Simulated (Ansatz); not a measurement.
Predict the output of the script below (Ansatz 0.2.0 through its Python package).

Script `srcuge_nc_paw.py`:
```python
import ansatz as az
import numpy as np


def count_gap(report):
    # lowest empty less highest filled band, counting bands; zero where they overlap
    return max(report.get("gap_by_band_count_ev") or 0.0, 0.0)


def main() -> None:
    lattice = az.Lattice.of(
        (4.154063, 0.0, 0.0),
        (-2.077032, 3.597524, 0.0),
        (0.0, 0.0, 4.670228),
    )
    sites = [
        ("Sr", (2 / 3, 1 / 3, 0.0)),
        ("Cu", (0.0, 0.0, 0.5)),
        ("Ge", (1 / 3, 2 / 3, 0.5)),
    ]
    system = az.Crystal(lattice=lattice)
    for symbol, position in sites:
        system = system.atom(symbol, position)

    base = (
        system.calculation()
        .functional("PBEsol")
        .kpoints(9, 9, 7, center="gamma")
        .occupations("Marzari-Vanderbilt", width=0.1)
        .stress()
        .forces()
        .band_table()
    )
    variants = {
        "PAW": base.pseudopotentials("paw"),
        "norm-conserving": base.pseudopotentials("nc"),
    }
    rows = []
    for label, variant in variants.items():
        r = variant.run().report
        levels = np.array(r["eigenvalues_ev"][0]) - r["fermi_energy_ev"]
        print(label, "levels at the first k-point near E_F:", np.round(levels[np.abs(levels) < 5], 3))
        rows.append((label, r["n_electrons"], np.trace(r["stress_gpa"]) / 3, float(np.abs(r["forces_ev_ang"]).max()), count_gap(r)))
    for row in rows:
        print("; ".join(f"{name} = {round(v, 4) if isinstance(v, float) else v}" for name, v in zip(["treatment", "electrons in bands", "P GPa", "max force component eV/A", "gap by band count eV"], row)))


if __name__ == "__main__":
    main()
```

```console
$ python srcuge_nc_paw.py
DeckWarning: basis.ecutwfc = 420 eV, auto-derived from the records' recommended cutoffs: set by Sr (normal level)
PAW levels at the first k-point near E_F: [-3.433 -3.433 -2.986 -2.711 -2.711 -0.444  0.979  1.24   1.24   2.675]
DeckWarning: basis.ecutwfc = 1251.723767 eV, auto-derived from the records' recommended cutoffs: set by Cu (normal level)
norm-conserving levels at the first k-point near E_F: [-3.413 -3.413 -2.952 -2.666 -2.666 -0.45   0.991  1.24   1.24   2.661]
treatment = PAW; electrons in bands = 43.0; P GPa = -1.2387; max force component eV/A = 0.0; gap by band count eV = 0.0
treatment = norm-conserving; electrons in bands = 43.0; P GPa = -1.2958; max force component eV/A = 0.0; gap by band count eV = 0.0
```
(Warnings from the package without file and line.)

PAW gives -1.239 GPa and norm-conserving -1.296 GPa, 0.06 GPa apart. They took 10.3 and 38.3 s of processor time.

The computed bands are complete only to about 3.7 eV above the Fermi level. A gap by band count of zero or less means overlapping bands, a metal, and at an odd count of electrons it is no gap at all. This cell is a computed structure, which may not be the phase found in nature. Gaps and levels are Kohn-Sham values on a finite set of k-points, without spin-orbit coupling. Stress is positive in compression. Finished in 49 s on 1 thread of Arm Neoverse V2 (shared host), peak memory 0.62 GiB.
